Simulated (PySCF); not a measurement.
# C2H7NO2Si: the cost of one run

Programs: PySCF 2.14.0, with density-fitted response routines of our own. Each step states its level of theory. These are calculated values for one molecule in the gas phase, unless marked as measured. Atoms are numbered from 0 throughout.

### Step 1. Starting geometry

13 atoms, charge 0, multiplicity 1; geometry from: GFN2-xTB. The atoms were then displaced at random by about 0.01 Å, so the start is not that level's minimum.

Bonds of the start (Å): N0–Si1 1.74, Si1–O2 1.64, O2–C3 1.35, C3–C4 1.54, C4–O5 1.40, O5–Si1 1.64, N0–H6 1.02, N0–H7 0.98, Si1–H8 1.44, C3–H9 1.12, C3–H10 1.10, C4–H11 1.08, C4–H12 1.10.

### Step 2. Optimising the geometry at PBE0-D3(BJ)/def2-SVP

Job settings and geometry (Å):

```
{"job": {"xc": "PBE0", "basis": "def2-SVP", "d3": "d3bj", "grid": 1, "shake": 0.01, "kind": "geom"}, "charge": 0, "multiplicity": 1}
N      2.102990     0.144780     1.030440
Si     1.019050     0.176920    -0.331980
O      0.107610    -1.192280    -0.311390
C     -1.201850    -0.889630    -0.377740
C     -1.429290     0.576430     0.024290
O     -0.211880     1.249950    -0.148110
H      2.613360     1.011350     1.200950
H      2.702450    -0.622930     1.122110
H      1.597570     0.411560    -1.631770
H     -1.782760    -1.569960     0.299300
H     -1.586900    -1.050590    -1.394530
H     -2.183140     1.071900    -0.571320
H     -1.741390     0.665610     1.079430
```

Run with:

```
$ OMP_NUM_THREADS=1 python probes_run.py task.json out
```

This one command runs all jobs of the session in turn.

Q: Estimate the wall time and peak memory of this first job on 1 thread of Arm Neoverse V2, shared host.

About 1.7 min, with a peak of 0.52 GiB.
